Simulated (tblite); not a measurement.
# CH6Cl2GeOSi: the cost of one run

Programs: tblite 0.8.0 and PySCF 2.14.0. All values are calculated, for the isolated system unless a continuum is named. Atoms count from 0, parts from 1.

## 1. Starting point

12 atoms, charge 0, multiplicity 1; geometry: distance geometry start.

## 2. Relaxing the cluster with GFN2-xTB

Job settings and geometry (Å):

```
{"job": {"kind": "relax", "xc": "GFN2-xTB", "basis": "xTB"}, "charge": 0, "multiplicity": 1}
Ge     0.535062    -0.453567     0.104824
O     -0.777297     0.480691     0.891932
Si    -2.223440     0.147502     0.013612
C      2.160154     0.576254     0.154497
Cl     0.664112    -2.301605     1.216930
Cl    -0.059743    -0.812038    -1.987789
H     -1.867774     0.403570    -1.373616
H     -3.341169     0.951257     0.436081
H     -2.434901    -1.285610     0.107141
H      2.664475     0.284148     1.101783
H      1.944026     1.665517     0.155526
H      2.788493     0.309180    -0.706315
```

Level: GFN2-xTB geometry optimisation, gas phase.

Started as:

```sh
$ OMP_NUM_THREADS=1 python cluster_run.py task.json out
```

One launch serves the whole session: the jobs run in the order shown.

Q: Estimate the wall time of this first job on 1 thread of Arm Neoverse V2, shared host.

About 3.6 s.
